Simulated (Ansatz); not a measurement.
# C₄H₄O₂Zr: taking an electron away

One table from this session's results is given with a row withheld; the runs are named, their logs left out.

The runs use Ansatz 0.2.0, Gaussian basis; unrestricted cation, the program's frozen cores in correlated methods.

Plan: UKS PBE-D4/def2-TZVPP; UKS r2SCAN-D4/def2-TZVPP; UKS PBE0-D4/def2-TZVPP; UKS B3LYP-D4/def2-TZVPP; UKS wB97X-V/def2-TZVPP; UKS wB97M-V/def2-TZVPP; UKS B2PLYP/def2-TZVPP; UHF-CCSD(T)/def2-TZVPP; UHF-MP2/def2-QZVPP; extrapolation to the limit; then −ε(HOMO) from the neutral's earlier runs with LDA (SPW92), PBE-D4, revPBE-D4, BLYP-D4, r2SCAN-D4, B97M-V, PBE0-D4, B3LYP-D4, r2SCANh-D4, r2SCAN0-D4, HSE06-D4, BHLYP-D4, CAM-B3LYP-D4, LC-ωPBE, ωB97X-V, ωB97M-V.

## Structure used throughout

The geometry comes from an earlier relaxation with PBE0-D4 in a triple-zeta def2 set; it is a stationary point, not always the lowest conformer. Zr takes the def2 core potential; no spin-orbit term is included.

SMILES `C#[C][Zr]([OH])([OH])[C]#C`, 11 atoms, charge 0, spin multiplicity 1.

Atoms are counted from 1 here; the program's logs count them from 0.

Bond lengths: C1–C2 1.216 Å, C1–H8 1.067 Å, C2–Zr3 2.200 Å, Zr3–O4 1.901 Å, Zr3–O5 1.901 Å, Zr3–C6 2.200 Å, O4–H9 0.953 Å, O5–H10 0.953 Å, C6–C7 1.216 Å, C7–H11 1.067 Å. Angles: C2–C1–H8 179.8°, C1–C2–Zr3 178.4°, C2–Zr3–O4 108.4°, C2–Zr3–O5 108.4°, C2–Zr3–C6 110.5°, O4–Zr3–O5 112.8°, O4–Zr3–C6 108.4°, O5–Zr3–C6 108.4°, Zr3–O4–H9 166.8°, Zr3–O5–H10 166.8°, Zr3–C6–C7 178.4°, C6–C7–H11 179.8°.

Set-up of the first run:

The input, in.yaml:

```yaml
crystal:
  periodic: [false, false, false]
  atoms:
    - {symbol: C, position_ang: [0.538183, -0.930422, -2.937660]}
    - {symbol: C, position_ang: [0.409583, -0.741314, -1.743765]}
    - {symbol: Zr, position_ang: [0.152009, -0.344571, 0.404400]}
    - {symbol: O, position_ang: [-0.986537, -1.683419, 1.129060]}
    - {symbol: O, position_ang: [1.869273, -0.317622, 1.219391]}
    - {symbol: C, position_ang: [-0.795321, 1.615754, 0.717502]}
    - {symbol: C, position_ang: [-1.320239, 2.703261, 0.857047]}
    - {symbol: H, position_ang: [0.649272, -1.092699, -3.986446]}
    - {symbol: H, position_ang: [-1.384086, -2.397827, 1.618958]}
    - {symbol: H, position_ang: [2.648954, -0.469501, 1.746129]}
    - {symbol: H, position_ang: [-1.781081, 3.658380, 0.975365]}
basis:
  gaussian: {orbitals: def2-TZVPP}
total_charge: 1
magnetization: {spin_polarized: true, initial_magnetization: 1}
hamiltonian: {xc: pbe, dispersion: d4}
```

Launch:

```sh
$ ansatz run in.yaml --threads 2 --pin off --events-out ev --progress --plain --max-ram 22528MiB --backend cuda --devices 0, --max-vram 18GiB
```

Among the steps run: Cation, UKS PBE-D4/def2-TZVPP; Cation, UKS r2SCAN-D4/def2-TZVPP; Cation, UKS PBE0-D4/def2-TZVPP; Cation, UKS B3LYP-D4/def2-TZVPP; Cation, UKS wB97X-V/def2-TZVPP; Cation, UKS wB97M-V/def2-TZVPP; Cation, UKS B2PLYP (frozen core)/def2-TZVPP; Cation, UHF-CCSD(T)/def2-TZVPP; Cation, UHF-MP2/def2-QZVPP.

One table of the session follows, with a row left open; its other results are not shown here.

For comparison, −ε(HOMO) of the neutral from earlier runs:

| functional | −ε(HOMO) (eV) |
| --- | --- |
| LDA (SPW92) | 6.81 |
| PBE-D4 | 6.60 |
| revPBE-D4 | 6.52 |
| BLYP-D4 | 6.42 |
| r2SCAN-D4 | 6.83 |
| B97M-V | ? |
| PBE0-D4 | 7.77 |
| B3LYP-D4 | 7.52 |
| r2SCANh-D4 | 7.27 |
| r2SCAN0-D4 | 7.94 |
| HSE06-D4 | 7.37 |
| BHLYP-D4 | 8.77 |
| CAM-B3LYP-D4 | 9.09 |
| LC-ωPBE | 10.53 |
| ωB97X-V | 10.11 |
| ωB97M-V | 9.99 |

Estimate the missing values for B97M-V.

The run gave: −ε(HOMO) (eV): 6.78. In the column «−ε(HOMO) (eV)» it lies between PBE-D4 (6.60) and LDA (SPW92) (6.81).
